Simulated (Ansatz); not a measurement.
# Mn (diamond type): a single-point run

Wanted: a converged single-point run for Mn (diamond type), and a check of what comes out. The structure is shown as the input types it.

Program: Ansatz 0.2.0. Level of theory: Kohn-Sham DFT, with the functional, basis and potentials that each input names (as first typed). These are calculated values, not measurements.

2 further runs of the same task are left out: 2 that didn't finish. Runs told in other sessions of the task aren't counted.

## 1. The structure to begin with

Symmetry: Fd-3m, No. 227, cubic system. The conventional cell has a = 4.336 Å, b = 4.336 Å, c = 4.336 Å, α = 90.00°, β = 90.00°, γ = 90.00°. Around Mn (site symmetry -43m) lie 4 Mn at 1.88 Å.

Structure file:

```xyz
2
Lattice="0.0000 2.1678 2.1678 2.1678 0.0000 2.1678 2.1678 2.1678 0.0000" Properties=species:S:1:pos:R:3 pbc="T T T"
Mn   -0.5419   -0.5419   -0.5419
Mn    0.5419    0.5419    0.5419
```

## 2. The calculation

input.yaml

```yaml
crystal:
  lattice:
    - [0.0, 2.1677593376, 2.1677593376]
    - [2.1677593376, 0.0, 2.1677593376]
    - [2.1677593376, 2.1677593376, 0.0]
  atoms:
    - { symbol: Mn, position: [-0.125, -0.125, -0.125], spin: 3.0 }
    - { symbol: Mn, position: [0.125, 0.125, 0.125], spin: 3.0 }
magnetization:
  spin_polarized: true
kpoints:
  mp_grid: { grid: [15, 15, 15] }
scf:
  occupations: { method: fermi_dirac, width: 0.08 }
  max_iter: 75
hamiltonian:
  xc: pbesol
  pseudopotentials: { kind: paw }
  hubbard: { sites: [{ species: Mn, l: f, u_eff: 4.0 }] }
output:
  forces: true
  stress: true
  eigenvalues: true
  populations: true
```

On the command line:

```bash
> ansatz run input.yaml --threads 1 --pin off --max-ram 3072MiB --backend cpu --events-out ev --progress --plain --runs-dir out
```

Q: Will this input give a usable result? If not, why, and what should change?

Nothing was computed: the input was turned down at the start. Its message: «inconsistent input (hamiltonian.hubbard.sites[].l, hamiltonian.hubbard.sites[].shell): the file of Mn doesn't list 4f, and it can't be added: PBE doesn't bind the shell 4f of the free atom, whose level lies at +1.09 eV ...»

Look at the input: hamiltonian.hubbard.sites is [{species: Mn, l: f, u_eff: 4.0}]. U was placed on a shell that is absent, full or empty, where it has nothing to correct.

What to do: delete hamiltonian.hubbard.sites.
